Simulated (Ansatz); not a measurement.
**InNH2 + CH4: a complex and its separated parts**

Aim: how far the complex at one end of a reaction step lies below its separated, relaxed parts, level by level.

The runs use Ansatz 0.2.0, Gaussian basis; PBE0-D4/def2-TZVP structures, single points in def2-TZVPP, no counterpoise correction.

Levels: SPW92, PBE-D4, BLYP-D4, r2SCAN-D4, B97M-V, PBE0-D4, B3LYP-D4, r2SCAN0-D4, BHLYP-D4, CAM-B3LYP-D4, wB97X-V, wB97M-V, B2PLYP, PBE-QIDH, RPA on PBE, Hartree-Fock, MP2, CCSD, CCSD(T).

Correlated methods freeze the cores. Filled d shells of the heavier atoms are correlated. Core potentials replace the inner electrons past krypton, and spin-orbit coupling is left out. B3LYP uses VWN-RPA correlation. B2PLYP carries no dispersion term here.

88 further runs of the same task are left out: 88 set aside as unsound or not needed.

## 1. Where the work starts

The complex: 9 atoms, charge 0, spin multiplicity 1.

Atoms are counted from 1 here; the program's logs count them from 0.

Bond lengths: In1–N2 2.077 Å, N2–H5 1.011 Å, N2–H6 1.011 Å, H3–C4 1.090 Å, C4–H7 1.091 Å, C4–H8 1.090 Å, C4–H9 1.090 Å. Angles: In1–N2–H5 126.0°, In1–N2–H6 125.2°, H5–N2–H6 108.7°, H3–C4–H7 109.8°, H3–C4–H8 109.4°, H3–C4–H9 109.7°, H7–C4–H8 109.1°, H7–C4–H9 109.6°, H8–C4–H9 109.2°.

Coordinates:

```xyz
9

In   -1.47888   -1.78632   -0.51884
N    -0.62133   -1.50131    1.35146
H    -0.00602    1.19841    0.01335
C     0.56215    1.23488   -0.91638
H     0.16611   -0.90207    1.55865
H    -0.88478   -1.99388    2.19459
H     1.23482    0.37822   -0.97210
H     1.14941    2.15243   -0.94500
H    -0.12137    1.21965   -1.76574
```

Its parts: InNH2 holds atoms 1, 2, 5, 6; CH4 holds atoms 3, 4, 7, 8, 9. Each part counts its atoms afresh in its own runs.

## 2. Relaxing InNH2 alone

relax-a/in.yaml reads:

```yaml
crystal:
  periodic: [false, false, false]
  atoms:
    - {symbol: In, position_ang: [-1.478881, -1.786321, -0.518836]}
    - {symbol: N, position_ang: [-0.621334, -1.501312, 1.351458]}
    - {symbol: H, position_ang: [0.166112, -0.902070, 1.558654]}
    - {symbol: H, position_ang: [-0.884781, -1.993883, 2.194585]}
basis:
  gaussian: {orbitals: def2-TZVP}
hamiltonian: {xc: pbe0, dispersion: d4}
relax: {f_tol: 0.005, max_steps: 200}
```

Launch:

```sh
$ ansatz run in.yaml --threads 4 --pin off --events-out ev --progress --plain --max-ram 9574MiB
```

The runs that follow: Relaxing CH4 alone; SPW92/def2-TZVPP; PBE-D4/def2-TZVPP; BLYP-D4/def2-TZVPP; r2SCAN-D4/def2-TZVPP; B97M-V/def2-TZVPP; PBE0-D4/def2-TZVPP; B3LYP-D4/def2-TZVPP; r2SCAN0-D4/def2-TZVPP; BHLYP-D4/def2-TZVPP; CAM-B3LYP-D4/def2-TZVPP; wB97X-V/def2-TZVPP; wB97M-V/def2-TZVPP; B2PLYP/def2-TZVPP; PBE-QIDH/def2-TZVPP; RPA on PBE/def2-TZVPP; CCSD(T)/def2-TZVPP; Vibrations of InNH2; Vibrations of CH4.

**Question.** What will these runs give? Wanted: complex less parts, CCSD(T)/def2-TZVPP; with zero-point energy; largest T1 diagnostic.

The runs gave:

```
                              quantity        value
complex less parts, CCSD(T)/def2-TZVPP  -5.8 kJ/mol
                with zero-point energy  -3.0 kJ/mol
                 largest T1 diagnostic        0.017
```

At CCSD(T) the complex lies 5.8 kJ/mol below its parts. B97M-V is the best functional here (-0.1 kJ/mol from CCSD(T)); SPW92 is the worst (-4.3 kJ/mol). wB97X-V is as near within the digits shown. Mean unsigned error by rung: LDA 4.3, GGA 2.5, meta-GGA 0.3, hybrid 1.5, range-separated hybrid 0.4, double hybrid 3.2 kJ/mol. PBE-D4 gives a relative energy 2.5 kJ/mol too low, an error of 43 % of the reference. No counterpoise was applied, and triple zeta lacks some correlation, so the CCSD(T) reference has a basis error of its own, and close matches with it are partly luck.
